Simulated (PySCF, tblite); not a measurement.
# C6H9FO+ (doublet): geometry, infrared bands and EPR parameters

Aim: predict the infrared bands and EPR parameters of C6H9FO+ (doublet) (`F[CH+][C]1CCOCC1`).

Computed with tblite 0.8.0 and PySCF 2.14.0, with density-fitted response routines of our own, on a single molecule in the gas phase. Atoms count from 0, in the outputs and in this text.

## (1) Starting geometry

17 atoms, charge 1, multiplicity 2; geometry from: force field or distance geometry start.

Bonds of the start (Å): F0–C1 1.37, C1–C2 1.51, C2–C3 1.49, C3–C4 1.52, C4–O5 1.38, O5–C6 1.37, C6–C7 1.48, C7–C2 1.49, C1–H8 1.08, C3–H9 1.13, C3–H10 1.10, C4–H11 1.12, C4–H12 1.09, C6–H13 1.11, C6–H14 1.11, C7–H15 1.12, C7–H16 1.10.

## (2) Relaxing the molecule with GFN2-xTB

The job: settings as JSON, then the geometry in Å.

```
{"job": {"kind": "relax", "xc": "GFN2-xTB", "basis": "xTB"}, "charge": 1, "multiplicity": 2}
F     -2.556100    -0.284800    -0.806600
C     -1.786600     0.796200    -0.474400
C     -0.710300     0.687200     0.582100
C     -0.550000    -0.713500     1.074600
C      0.037500    -1.475900    -0.100400
O      1.371900    -1.124200    -0.085800
C      1.574300     0.190400    -0.412100
C      0.627700     1.184400     0.148900
H     -1.933500     1.749800    -0.970500
H      0.251000    -0.679300     1.865300
H     -1.474200    -1.172900     1.460100
H     -0.395000    -0.996000    -1.020000
H     -0.156900    -2.550800    -0.058000
H      2.599400     0.482500    -0.085900
H      1.553000     0.265700    -1.520100
H      0.445900     1.971000    -0.621800
H      1.094700     1.682000     1.014900
```

Run with:

```sh
$ OMP_NUM_THREADS=1 python probes_run.py task.json out
```

This one command runs all jobs of the session in turn.

**Question.** This job is followed by: GFN2-xTB harmonic vibrations, gas phase; UKS B3LYP, pcH-1 on C F H O, non-relativistic, mean-field spin-orbit, GIAO. Predict these results of the whole session: strongest single infrared mode (GFN2-xTB); zero-point energy (GFN2-xTB); g(iso) (B3LYP); ⟨S²⟩; largest a(iso) (averaged by class).

**Answer**, as computed:

| quantity | value |
| --- | --- |
| strongest single infrared mode (GFN2-xTB) | 1553 cm⁻¹, 405 km/mol |
| zero-point energy (GFN2-xTB) | 85.9 kcal/mol |
| g(iso) (B3LYP) | 2.00538 |
| ⟨S²⟩ | 0.755 (exact 0.75) |
| largest a(iso) (averaged by class) | 19F on F0, 89.0 MHz |

What this shows: The optimisation took 56 steps and gained 1.937 eV; among the close pairs (by a distance rule), C1–C2 changed most, from 1.512 to 1.362 Å. All 45 modes are real, so the xTB geometry is a minimum. The strongest single mode, at 1553 cm⁻¹, moves mainly C2 and C1. Unscaled tight-binding wavenumbers are off by several per cent, some by more. Its intensities can rank the bands wrongly. The largest share of the spin, 0.36 e, sits on C1. The isotropic g lies 3.1 ppt above the free-electron value. These values are for one conformer; the search (at its own cheap level) found 2 more, at 0.00, 0.85 kcal/mol (those within 0.05 may be mirror or relabelled copies), and measured spectra average over such forms.
